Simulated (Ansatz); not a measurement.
## CuF2, space group P4/mmm: a charge-density difference against the sublattices

Run with Ansatz 0.2.0 through its Python package.

Script `run_drho.py`:
```python
"""Density of CuF2 less that of its sublattices."""

import ansatz as az
import numpy as np

VECTORS = np.array([
    [3.747011, 0.0, 0.0],
    [0.0, 3.747011, 0.0],
    [0.0, 0.0, 3.607305],
])
SITES = [
    ("Cu", (0.0, 0.0, 0.0)),
    ("F", (0.5, 0.0, 0.0)),
    ("F", (0.0, 0.5, 0.0)),
]


def build(cell):
    crystal = az.Crystal(lattice=az.Lattice.of(cell))
    for symbol, position in SITES:
        crystal = crystal.atom(symbol, position)
    return crystal

# one cutoff and one grid for all runs, so that the fields can be subtracted
def solve(crystal):
    return (
        crystal.calculation()
        .functional("pbesol")
        .occupations("cold", width=0.1)
        .basis(460, grid_basis="typed")
        .kpoints(8, 8, 8)
        .density()
        .run(threads=1)
    )


whole = solve(build(VECTORS))
difference = whole.density().channels[0].density_e_per_ang3.copy()
binding = whole.report["free_energy_ev"]
for element in ["Cu", "F"]:
    part = az.Crystal(lattice=az.Lattice.of(VECTORS))
    for symbol, position in SITES:
        if symbol == element:
            part = part.atom(symbol, position)
    alone = solve(part)
    difference -= alone.density().channels[0].density_e_per_ang3
    binding -= alone.report["free_energy_ev"]
    print(f"{element} sublattice: {alone.report['n_electrons']:g} electrons, {alone.report['n_iterations']} iterations")

voxel = abs(np.linalg.det(VECTORS)) / difference.size
print(f"energy of the crystal less its unpolarised sublattices: {binding / len(SITES):.4f} eV/atom")
print(f"net charge of the difference {difference.sum() * voxel:.5f} e, charge rearranged {0.5 * np.abs(difference).sum() * voxel:.3f} e")
print(f"extremes {difference.min():.4f} and {difference.max():.4f} e/A^3")
for (symbol, position) in SITES:
    index = tuple(int(round(p * n)) % n for p, n in zip(position, difference.shape))
    print(f"  change of the pseudo-density at the grid point nearest {symbol}: {difference[index]:+.4f} e/A^3")
```

```console
$ python run_drho.py
Cu sublattice: 19 electrons, 6 iterations
F sublattice: 14 electrons, 7 iterations
energy of the crystal less its unpolarised sublattices: -3.2885 eV/atom
net charge of the difference 0.00000 e, charge rearranged 0.694 e
extremes -0.6712 and 0.9231 e/A^3
  change of the pseudo-density at the grid point nearest Cu: -0.6712 e/A^3
  change of the pseudo-density at the grid point nearest F: +0.0110 e/A^3
  change of the pseudo-density at the grid point nearest F: +0.0110 e/A^3
```

What to keep in mind:
- The cell holds an odd number of electrons and is run without spin, so a magnetic state may lie lower.
- For a metal this k-point mesh is coarse: on a finer one energies can move by several to tens of meV an atom and pressures by half a GPa or more, differences at one mesh by less.
- Without a Hubbard U or exact exchange, semilocal functionals often make such 3d compounds metallic or too weakly gapped.
- Grid values close to the nuclei reflect the PAW or pseudopotential construction, not the all-electron fields.
- This cell is a computed structure, which may not be the phase found in nature.
- Charge moved counts every rearrangement, bonding and polarisation too, and is no transfer between atoms; the bare sublattices are artificial references. Values near the nuclei depend on the potentials.
- Run time: 8.3 s on 1 thread of Arm Neoverse V2 (shared host), peak memory 0.41 GiB.
